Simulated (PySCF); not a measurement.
# CeF2 (Ce(F)22+): the cost of one run

Method: several levels, as the steps say, no spin–orbit coupling; program: PySCF 2.14.0.

1 further run of the same task is left out (for a known fault of the program).

**1. Starting geometry**

3 atoms, charge 2, spin multiplicity 1.

Bond lengths: Ce1–F2 1.904 Å, Ce1–F3 1.904 Å. Angles: F2–Ce1–F3 101.7°.

Geometry (Å):

```xyz
3

Ce    0.0000    0.0000   -0.4210
F     1.4768    0.0000    0.7805
F    -1.4768    0.0000    0.7805
```

Formal oxidation states: Ce +4. The 4f shell is empty and lies in the core potential. An earlier session relaxed this geometry at PBE0, Ce lcecp-2-SVP with ECP46, F def2-SVP (singlet, point group C2v).

At PBE0 on the finer grid: E = -237.231312 Eh, frontier levels not given, since the 4f levels lie in the core, Mulliken charge on Ce1 +2.33 e, largest force component 0.010 eV/Å. The large-core potential holds the 4f shell empty.

Levels to run: revPBE; B3LYP; PBE0, TZVP. Hardware: 2 threads of Intel Xeon Platinum 8488C (Sapphire Rapids), shared host.

**2. revPBE**

The input, run.py (the lines that set the calculation):

```python
mol = gto.M(atom='''
Ce     0.00000     0.00000    -0.42103
F      1.47685     0.00000     0.78052
F     -1.47685     0.00000     0.78052''',
    basis={'Ce': 'lcecp-2-SVP', 'F': 'def2-SVP'},
    ecp={'Ce': 'lcecp-2-SVP'},
    charge=2, spin=0)
mf = dft.RKS(mol, xc='PBE_R,PBE')
mf.grids.atom_grid = (75, 302)  # f atoms: unpruned, at least (60, 302)
mf = mf.density_fit()  # fitting sets: Ce AutoAux, F def2-universal-JKFIT
mf.conv_tol = 1e-08; mf.max_cycle = 55
mf.kernel(dm0)  # dm0: the density of the relaxed state
```

The run is started by

```bash
$ OMP_NUM_THREADS=2 python run.py
```

**Question.** How long does this run take on 2 threads of Intel Xeon Platinum 8488C (Sapphire Rapids), shared host?

About 1.9 s.
